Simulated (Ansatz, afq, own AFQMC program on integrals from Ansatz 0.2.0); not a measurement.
# H₂Br (doublet): quantum Monte Carlo beside coupled cluster at distance Br1–H2 along a hydrogen transfer = 1.499 Å, cc-pVTZ

How near does AFQMC come to the top of the ladder for H₂Br (doublet)?

Method: cc-pVTZ, frozen cores; program: Ansatz 0.2.0, Gaussian basis, and an in-house AFQMC program (afq) on its integrals; all values are calculated.

The runs, in order: PBE (unrestricted); r2SCAN (unrestricted); CCSD(T) on UHF; PBE0 (unrestricted); B3LYP (unrestricted); wB97M-V (unrestricted); CCSDT(Q) on UHF; B2PLYP (unrestricted); Phaseless AFQMC, CISD trial on UHF.

### 1 The geometry

The geometry derives from fragments relaxed apart (PBE0/def2-TZVP) and kept rigid, so it is no stationary point. A hydrogen atom is moved between rigid fragments. No spin-orbit coupling is included. The filled d shell of Br may be among the frozen orbitals whatever the setting's name suggests; the logs give the count.

3 atoms, charge 0, spin multiplicity 2.

Atoms are counted from 1 here; the program's logs count them from 0.

Bond lengths: Br1–H2 1.499 Å.

Geometry (Å):

```xyz
3
charge 0, multiplicity 2
Br    0.00000    0.00000   -1.31300
H     0.00000    0.00000    0.18600
H     0.00000    0.00000    1.12700
```

### 2 PBE (unrestricted)

in.yaml

```yaml
crystal:
  periodic: [false, false, false]
  atoms:
    - {symbol: Br, position_ang: [0.000000, 0.000000, -1.313000]}
    - {symbol: H, position_ang: [0.000000, 0.000000, 0.186000]}
    - {symbol: H, position_ang: [0.000000, 0.000000, 1.127000]}
basis:
  gaussian: {orbitals: cc-pVTZ}
magnetization: {spin_polarized: true, initial_magnetization: 1}
hamiltonian: {xc: {name: PBE}}
output: {orbitals: {seedname: orbitals}}
```

Command:

```bash
ansatz run in.yaml --threads 1 --pin off --events-out ev --progress --plain --max-ram 8192MiB --backend cpu
```

Output:

```text
Functional definition: PBE
  name "PBE"
  cite "Perdew, Burke & Ernzerhof, Phys. Rev. Lett. 77, 3865 (1996) doi:10.1103/PhysRevLett.77.3865"
  parent pbe
  parameter kappa = 0.804
  parameter beta = 0.06672455060314922
  exchange = pbe_x(kappa = kappa, mu = beta*pi^2/3)
  correlation = pbe_c(beta = beta)
494 factors; their error is unknown
mean field evaluation 1: about -70066.7687 eV, gradient 8.1e0 eV
mean field evaluation 2: about -70066.7953 eV, gradient 7.8e0 eV
mean field evaluation 4: about -70067.1781 eV, gradient 6.1e-1 eV
mean field evaluation 8: about -70067.1741 eV, gradient 1.3e-2 eV
mean field evaluation 16: about -70064.8780 eV, gradient 7.8e-1 eV
mean field -70067.17409136 eV, -2574.9211546212 hartree, gradient 7.5e-5 eV, S^2 0.754365; 3 other end points of the search recorded, 0 dependent functions left out
reference -70067.17411948 eV, -2574.9211556546 hartree; 19, 18 occupied and 52, 53 virtual orbitals, 494 factors
Total energy: -70067.17411948 eV, -2574.9211556546 hartree
```

Wall time 1.9 s (1 thread of AMD EPYC 7R13 (Zen 3), shared host); peak memory 1.5 GiB.

From the report: ⟨S²⟩ of the determinant 0.754 (pure doublet: 0.75).

### 3 r2SCAN (unrestricted)

in.yaml: that of step 2 with these lines changed.

```diff
@@ -9,3 +9,2 @@
 magnetization: {spin_polarized: true, initial_magnetization: 1}
-hamiltonian: {xc: {name: PBE}}
-output: {orbitals: {seedname: orbitals}}
+hamiltonian: {xc: {name: r2SCAN}}
```

Same command.

Output:

```text
Functional definition: r2SCAN
  name "r2SCAN"
  cite "Furness, Kaplan, Ning, Perdew & Sun, J. Phys. Chem. Lett. 11, 8208 (2020) doi:10.1021/acs.jpclett.0c02405"
  cite "Furness, Kaplan, Ning, Perdew & Sun, J. Phys. Chem. Lett. 11, 9248 (2020) doi:10.1021/acs.jpclett.0c03077"
  parent r2scan
  parameter k0 = 0.174
  parameter k1 = 0.065
  parameter a1 = 4.9479
  exchange = r2scan_x(k0 = k0, k1 = k1, a1 = a1)
  correlation = r2scan_c
494 factors; their error is unknown
mean field evaluation 1: about -70077.0589 eV, gradient 6.5e0 eV
mean field evaluation 2: about -70077.1975 eV, gradient 5.4e0 eV
mean field evaluation 4: about -70077.3819 eV, gradient 5.8e-1 eV
mean field evaluation 8: about -70077.3768 eV, gradient 1.8e-2 eV
mean field -70077.37684878 eV, -2575.2960990406 hartree, gradient 1.8e-5 eV, S^2 0.758169; 0 other end points of the search recorded, 0 dependent functions left out
reference -70077.37685753 eV, -2575.2960993623 hartree; 19, 18 occupied and 52, 53 virtual orbitals, 494 factors
Total energy: -70077.37685753 eV, -2575.2960993623 hartree
```

It took 2.1 s on 1 thread of AMD EPYC 7R13 (Zen 3), shared host; peak memory 1.5 GiB.

From the report: ⟨S²⟩ of the determinant 0.758 (pure doublet: 0.75).

### 4 CCSD(T) on UHF

in.yaml: that of step 3 with these lines changed.

```diff
@@ -9,2 +9,2 @@
 magnetization: {spin_polarized: true, initial_magnetization: 1}
-hamiltonian: {xc: {name: r2SCAN}}
+correlation: {method: ccsd_t, electrons: outside_noble_gas, hamiltonian_folder: ham}
```

Command:

```bash
ansatz run in.yaml --threads 1 --pin off --events-out ev --progress --plain --max-ram 24576MiB --backend cuda --devices 0, --max-vram 18GiB
```

Output, cut to the lines that bear on the results:

```text
Functional definition: HF
  name "HF"
  cite "Fock, Z. Phys. 61, 126 (1930) doi:10.1007/BF01340294"
  parent pbe
[...]
428 factors; integrals over basis functions are off by at most 1.3e-3 eV
[...]
mean field -70029.37613296 eV, -2573.5321052703 hartree, gradient 6.0e-6 eV, S^2 0.785844; 1 other end points of the search recorded, 0 dependent functions left out
determinant -70029.37613296 eV, -2573.5321052703 hartree, with singles and doubles -70035.01389751 eV, -2573.7392892959 hartree
determinant -70027.24267688 eV, -2573.4537022054 hartree, with singles and doubles -70032.89702009 eV, -2573.6614954857 hartree
14 core orbitals not correlated: weight in the atoms' cores, before any rotation towards them, 1.000 or more for the frozen orbitals, at most 0.000 for the correlated occupied ones
reference -70029.37613296 eV, -2573.5321052703 hartree; 5, 4 occupied and 52, 53 virtual orbitals, 428 factors
second order -4.96210841 eV of doubles, -0.00000000 eV of singles
cycle   1  -5.59658726 eV  change   -2.5e-1 eV  update   1.2e-2
[...]
cycle   8  -5.60584227 eV  change    1.3e-6 eV  update   7.1e-6
perturbative correction -0.18997615 eV, -0.0069814947 hartree
Total energy: -70035.17195138 eV, -2573.7450976688 hartree
```

Run time: 4.8 s. Hardware: 1 × NVIDIA H100 80GB HBM3 with 1 thread of AMD EPYC 7R13 (Zen 3), shared host; peak host memory 1.5 GiB.

From the report: ⟨S²⟩ of the determinant 0.786 (pure doublet: 0.75); correlation -5.7958 eV; T1 0.014; largest double amplitude 0.06.

This run also writes the integrals to the folder ham.

### 5 PBE0 (unrestricted)

in.yaml: that of step 4 with these lines changed.

```diff
@@ -9,2 +9,3 @@
 magnetization: {spin_polarized: true, initial_magnetization: 1}
-correlation: {method: ccsd_t, electrons: outside_noble_gas, hamiltonian_folder: ham}
+hamiltonian: {xc: {name: PBE0}}
+output: {orbitals: {seedname: orbitals}}
```

Command:

```bash
ansatz run in.yaml --threads 1 --pin off --events-out ev --progress --plain --max-ram 8192MiB --backend cpu
```

Output:

```text
Functional definition: PBE0
  name "PBE0"
  cite "Adamo & Barone, J. Chem. Phys. 110, 6158 (1999) doi:10.1063/1.478522"
  cite "Perdew, Burke & Ernzerhof, Phys. Rev. Lett. 77, 3865 (1996) doi:10.1103/PhysRevLett.77.3865"
  parent pbe
  parameter a = 0.25
  parameter kappa = 0.804
  parameter beta = 0.06672455060314922
  exchange = (1 - a)*pbe_x(kappa = kappa, mu = beta*pi^2/3) + a*exact_x
  correlation = pbe_c(beta = beta)
533 factors; their error is unknown
mean field evaluation 1: about -70069.1807 eV, gradient 4.7e0 eV
mean field evaluation 2: about -70069.3257 eV, gradient 2.3e0 eV
mean field evaluation 4: about -70069.3650 eV, gradient 2.9e-1 eV
mean field evaluation 8: about -70069.5892 eV, gradient 1.6e-1 eV
mean field evaluation 16: about -70069.5893 eV, gradient 7.7e-6 eV
mean field -70069.58925510 eV, -2575.0099102515 hartree, gradient 7.7e-6 eV, S^2 0.758808; 0 other end points of the search recorded, 0 dependent functions left out
reference -70069.58927672 eV, -2575.0099110458 hartree; 19, 18 occupied and 52, 53 virtual orbitals, 533 factors
Total energy: -70069.58927672 eV, -2575.0099110458 hartree
```

Wall time 1.2 s (1 thread of AMD EPYC 7R13 (Zen 3), shared host); peak memory 1.5 GiB.

From the report: ⟨S²⟩ of the determinant 0.759 (pure doublet: 0.75).

### 6 B3LYP (unrestricted)

in.yaml: that of step 5 with these lines changed.

```diff
@@ -9,3 +9,2 @@
 magnetization: {spin_polarized: true, initial_magnetization: 1}
-hamiltonian: {xc: {name: PBE0}}
-output: {orbitals: {seedname: orbitals}}
+hamiltonian: {xc: {name: B3LYP}}
```

Same command.

Output:

```text
Functional definition: B3LYP
  name "B3LYP"
  cite "Stephens, Devlin, Chabalowski & Frisch, J. Phys. Chem. 98, 11623 (1994) doi:10.1021/j100096a001"
  cite "Becke, Phys. Rev. A 38, 3098 (1988) doi:10.1103/PhysRevA.38.3098"
  cite "Lee, Yang & Parr, Phys. Rev. B 37, 785 (1988) doi:10.1103/PhysRevB.37.785"
  cite "Vosko, Wilk & Nusair, Can. J. Phys. 58, 1200 (1980) doi:10.1139/p80-159"
  parameter a0 = 0.2
  parameter ax = 0.72
  parameter ac = 0.81
  exchange = (1 - a0 - ax)*slater_x + ax*b88_x + a0*exact_x
  correlation = (1 - ac)*vwn_rpa_c + ac*lyp_c
524 factors; their error is unknown
mean field evaluation 1: about -70078.3439 eV, gradient 5.4e0 eV
mean field evaluation 2: about -70078.4866 eV, gradient 3.1e0 eV
mean field evaluation 4: about -70078.5477 eV, gradient 3.1e-1 eV
mean field evaluation 8: about -70078.7260 eV, gradient 1.4e-2 eV
mean field -70078.72599591 eV, -2575.3456792830 hartree, gradient 4.6e-5 eV, S^2 0.756775; 0 other end points of the search recorded, 0 dependent functions left out
reference -70078.72617818 eV, -2575.3456859816 hartree; 19, 18 occupied and 52, 53 virtual orbitals, 524 factors
Total energy: -70078.72617818 eV, -2575.3456859816 hartree
```

It took 1.1 s on 1 thread of AMD EPYC 7R13 (Zen 3), shared host; peak memory 1.5 GiB.

From the report: ⟨S²⟩ of the determinant 0.757 (pure doublet: 0.75).

### 7 wB97M-V (unrestricted)

in.yaml: that of step 6 with these lines changed.

```diff
@@ -9,2 +9,3 @@
 magnetization: {spin_polarized: true, initial_magnetization: 1}
-hamiltonian: {xc: {name: B3LYP}}
+hamiltonian: {xc: {name: wB97M-V}}
+output: {orbitals: {seedname: orbitals}}
```

The command is unchanged.

Output, cut to the lines that bear on the results:

```text
Functional definition: wB97M-V
  name "wB97M-V"
  cite "Mardirossian & Head-Gordon, J. Chem. Phys. 144, 214110 (2016) doi:10.1063/1.4952647"
  cite "Becke, J. Chem. Phys. 107, 8554 (1997) doi:10.1063/1.475007"
  cite "Vydrov & Van Voorhis, J. Chem. Phys. 133, 244103 (2010) doi:10.1063/1.3521275"
  # Of w^i u^j: cxij and so on, Table III.
[...]
  gx(w, u) = 1 - cx + cx01*u + cx10*w
  gss(w, u) = css00 + css04*u^4 + css10*w + css20*w^2 + css43*w^4*u^3
  gos(w, u) = cos00 + cos10*w + (cos20 + cos21*u)*w^2 + (cos60 + cos61*u)*w^6
[...]
      + integral(e_c_pw_mod_opposite_spin*gos(b97_w_opposite, b97_u_opposite)) + vv10(b, c)
516 factors; their error is unknown
93 factors; integrals over basis functions are off by at most 4.6e-5 eV
[...]
mean field -70073.37690501 eV, -2575.1491038185 hartree, gradient 2.0e-5 eV, S^2 0.757447; 0 other end points of the search recorded, 0 dependent functions left out
reference -70073.37693391 eV, -2575.1491048804 hartree; 19, 18 occupied and 52, 53 virtual orbitals, 516 factors
Total energy: -70073.37693391 eV, -2575.1491048804 hartree
```

Wall time 4.1 s (1 thread of AMD EPYC 7R13 (Zen 3), shared host); peak memory 1.5 GiB.

From the report: ⟨S²⟩ of the determinant 0.757 (pure doublet: 0.75).

### 8 CCSDT(Q) on UHF

in.yaml: that of step 7 with these lines changed.

```diff
@@ -9,3 +9,2 @@
 magnetization: {spin_polarized: true, initial_magnetization: 1}
-hamiltonian: {xc: {name: wB97M-V}}
-output: {orbitals: {seedname: orbitals}}
+correlation: {method: ccsdt_q, electrons: outside_noble_gas}
```

Command:

```bash
ansatz run in.yaml --threads 1 --pin off --events-out ev --progress --plain --max-ram 24576MiB --backend cuda --devices 0, --max-vram 18GiB
```

Output, cut to the lines that bear on the results:

```text
Functional definition: HF
  name "HF"
  cite "Fock, Z. Phys. 61, 126 (1930) doi:10.1007/BF01340294"
  parent pbe
[...]
759 factors; integrals over basis functions are off by at most 2.0e-7 eV
[...]
mean field -70029.37613637 eV, -2573.5321053957 hartree, gradient 6.3e-6 eV, S^2 0.785844; 1 other end points of the search recorded, 0 dependent functions left out
determinant -70029.37613637 eV, -2573.5321053957 hartree, with singles and doubles -70035.01392171 eV, -2573.7392901854 hartree
determinant -70027.24267675 eV, -2573.4537022007 hartree, with singles and doubles -70032.89705033 eV, -2573.6614965970 hartree
14 core orbitals not correlated: weight in the atoms' cores, before any rotation towards them, 1.000 or more for the frozen orbitals, at most 0.000 for the correlated occupied ones
reference -70029.37613637 eV, -2573.5321053957 hartree; 5, 4 occupied and 52, 53 virtual orbitals, 759 factors
second order -4.96213436 eV of doubles, -0.00000000 eV of singles
cycle   1  -5.41374416 eV  change   -4.5e-1 eV  update   6.0e-2
[...]
cycle  14  -5.81331927 eV  change   -8.2e-7 eV  update   3.4e-7
perturbative correction -0.00684526 eV, -0.0002515585 hartree
Total energy: -70035.19630090 eV, -2573.7459924972 hartree
```

Run time: 7 s. Hardware: 1 × NVIDIA H100 80GB HBM3 with 1 thread of AMD EPYC 7R13 (Zen 3), shared host; peak host memory 1.5 GiB.

From the report: ⟨S²⟩ of the determinant 0.786 (pure doublet: 0.75); correlation -5.8202 eV; T1 0.014; largest double amplitude 0.07.

### 9 B2PLYP (unrestricted)

in.yaml: that of step 8 with these lines changed.

```diff
@@ -9,2 +9,3 @@
 magnetization: {spin_polarized: true, initial_magnetization: 1}
-correlation: {method: ccsdt_q, electrons: outside_noble_gas}
+hamiltonian: {xc: {name: B2PLYP}}
+correlation: {electrons: outside_noble_gas}
```

Command:

```bash
ansatz run in.yaml --threads 1 --pin off --events-out ev --progress --plain --max-ram 8192MiB --backend cpu
```

Output, cut to the lines that bear on the results:

```text
Functional definition: B2PLYP
  name "B2PLYP"
  cite "Grimme, J. Chem. Phys. 124, 034108 (2006) doi:10.1063/1.2148954"
  cite "Becke, Phys. Rev. A 38, 3098 (1988) doi:10.1103/PhysRevA.38.3098"
  cite "Lee, Yang & Parr, Phys. Rev. B 37, 785 (1988) doi:10.1103/PhysRevB.37.785"
[...]
428 factors; integrals over basis functions are off by at most 1.3e-3 eV
[...]
mean field -70064.59070871 eV, -2574.8262170597 hartree, gradient 2.0e-6 eV, S^2 0.765750; 0 other end points of the search recorded, 0 dependent functions left out
14 core orbitals not correlated: weight in the atoms' cores, before any rotation towards them, 1.000 or more for the frozen orbitals, at most 0.000 for the correlated occupied ones
reference -70064.59082586 eV, -2574.8262213650 hartree; 5, 4 occupied and 52, 53 virtual orbitals, 428 factors
second order -6.05700667 eV of doubles, -0.00000000 eV of singles
Total energy: -70066.22621766 eV, -2574.8863209052 hartree
```

Run time: 1.8 s. Hardware: 1 thread of AMD EPYC 7R13 (Zen 3), shared host; peak memory 1.5 GiB.

From the report: ⟨S²⟩ of the determinant 0.766 (pure doublet: 0.75).

### 10 Phaseless AFQMC, CISD trial on UHF

It reads the integrals that the CCSD(T) run on this determinant wrote.

Command:

```bash
afq ham --method phaseless --trial cisd --walkers 4000 --populations 20 --least-time 60 --time-step 0.005 --steps-per-block 50 --equilibration-blocks 28 --max-blocks 4000 --target-error 0.00018 --factor-cut 1e-05 --start spin_pure --seed 3742 --release-times 0.24,0.51,0.99,1.62,2.4 --release-step 0.03 --release-every 3 --taylor-order 6
```

Output:

```text
orbitals 57  electrons 5 4  factors 368 of 428
reference energy -2573.53210527 Eh
CCSD correlation -0.20601087 Eh in 10 cycles, weight of the determinant in the CISD state 0.9103
energy of the start -2573.737076 Eh
 block  time / (1/Eh)  mean weight  energy / Eh
     1     0.250  1.0000  -2573.736411
     2     0.500  0.9997  -2573.738875
     3     0.750  1.0000  -2573.741228
     4     1.000  0.9999  -2573.742717
     5     1.250  1.0002  -2573.743631
     6     1.500  0.9999  -2573.743981
     7     1.750  1.0000  -2573.744719
     8     2.000  0.9999  -2573.744947
     9     2.250  1.0001  -2573.745094
    10     2.500  1.0001  -2573.745408
    11     2.750  0.9998  -2573.745601
    12     3.000  1.0002  -2573.745714
    13     3.250  1.0000  -2573.746003
    14     3.500  1.0001  -2573.746205
    15     3.750  1.0002  -2573.746177
    16     4.000  1.0002  -2573.745899
    17     4.250  1.0001  -2573.746387
    18     4.500  1.0000  -2573.746346
    19     4.750  1.0001  -2573.746312
    20     5.000  1.0002  -2573.745819
    21     5.250  0.9998  -2573.746027
    22     5.500  0.9999  -2573.745851
    23     5.750  0.9999  -2573.746121
    24     6.000  1.0001  -2573.745771
    25     6.250  1.0002  -2573.745950
    26     6.500  1.0000  -2573.745809
    27     6.750  1.0001  -2573.746206
    28     7.000  1.0002  -2573.745857
    29     7.250  1.0000  -2573.745979
    30     7.500  0.9999  -2573.745983
    31     7.750  0.9998  -2573.745587
    32     8.000  1.0004  -2573.746168
    33     8.250  1.0000  -2573.745959
    34     8.500  1.0001  -2573.746023
    35     8.750  1.0000  -2573.745521
    36     9.000  1.0001  -2573.745875
    37     9.250  1.0004  -2573.745376
    38     9.500  0.9997  -2573.745417
    39     9.750  1.0000  -2573.745349
    40    10.000  1.0002  -2573.745893
    41    10.250  0.9999  -2573.745690
    42    10.500  1.0004  -2573.745746
    43    10.750  1.0000  -2573.745823
    44    11.000  1.0001  -2573.745941
    45    11.250  1.0000  -2573.745759
    46    11.500  1.0001  -2573.746092
    47    11.750  1.0000  -2573.746460
    48    12.000  1.0000  -2573.746333
    49    12.250  0.9999  -2573.745942
    50    12.500  1.0002  -2573.746033
    51    12.750  0.9997  -2573.745082
    52    13.000  1.0003  -2573.745681
    53    13.250  0.9998  -2573.745340
    54    13.500  0.9998  -2573.745710
    55    13.750  1.0002  -2573.745739
    56    14.000  1.0001  -2573.745989
    57    14.250  1.0001  -2573.746068
    58    14.500  1.0002  -2573.745903
    59    14.750  1.0001  -2573.745885
    60    15.000  1.0002  -2573.745664
    61    15.250  1.0001  -2573.745392
    62    15.500  0.9998  -2573.745755
    63    15.750  1.0001  -2573.745730
    64    16.000  0.9999  -2573.745592
    65    16.250  1.0000  -2573.745349
    66    16.500  1.0000  -2573.745502
    67    16.750  1.0000  -2573.745757
    68    17.000  1.0000  -2573.745831
    69    17.250  1.0001  -2573.746431
    70    17.500  1.0000  -2573.746858
    71    17.750  1.0001  -2573.746200
    72    18.000  1.0000  -2573.746107
    73    18.250  1.0001  -2573.746214
    74    18.500  1.0002  -2573.745951
    75    18.750  0.9999  -2573.745806
    76    19.000  1.0001  -2573.745854
    77    19.250  1.0001  -2573.745731
    78    19.500  0.9998  -2573.745868
error from the spread of 20 populations
released: time / (1/Eh)  energy / Eh  error  mean overlap
  0.24  -2573.745930  0.000077  0.9990
  0.51  -2573.745929  0.000072  0.9961
  0.99  -2573.745960  0.000069  0.9967
  1.62  -2573.746171  0.000067  0.9901
  2.40  -2573.745804  0.000089  0.9986
energy -2573.745839 +/- 0.000099 Eh
```

Run time: 66 s. Hardware: 1 × NVIDIA H100 80GB HBM3 with 2 threads of AMD EPYC 7R13 (Zen 3), shared host; peak host memory 1.6 GiB.

Energy -70035.1921 ± 0.0027 eV. Caveats: constraint bias not in the error.

### 11 All levels side by side

On the UHF determinant, counted from CCSDT(Q) (a yardstick, not exact):

| level | energy (eV) | from CCSDT(Q) (kJ/mol) | statistical error (kJ/mol) | time |
| --- | --- | --- | --- | --- |
| HF | -70029.3761 | +561.6 |  |  |
| MP2 | -70034.3382 | +82.8 |  |  |
| CCSD | -70034.9820 | +20.7 |  |  |
| CCSD(T) | -70035.1720 | +2.3 |  |  |
| CCSDT(Q) | -70035.1963 | 0.0 |  |  |
| Phaseless AFQMC, CISD trial, step 0.005, 4000 walkers | -70035.1921 | +0.4 | 0.3 | 66 s |

The functionals' totals stand on their own zeros and serve differences with other points: PBE -70067.174 eV; r2SCAN -70077.377 eV; PBE0 -70069.589 eV; B3LYP -70078.726 eV; wB97M-V -70073.377 eV; B2PLYP -70066.226 eV.

### 12 Summary of results

```
                                        quantity              value
                    CCSD(T) on UHF from CCSDT(Q)        +2.3 kJ/mol
Phaseless AFQMC, CISD trial on UHF from CCSDT(Q)  +0.4 ± 0.3 kJ/mol
```

What this shows: On UHF the phaseless walk with the CISD trial lies +0.4 kJ/mol from CCSDT(Q), within three error bars. Error bars are statistical and leave out the constraint, the time step and what remains of the start.
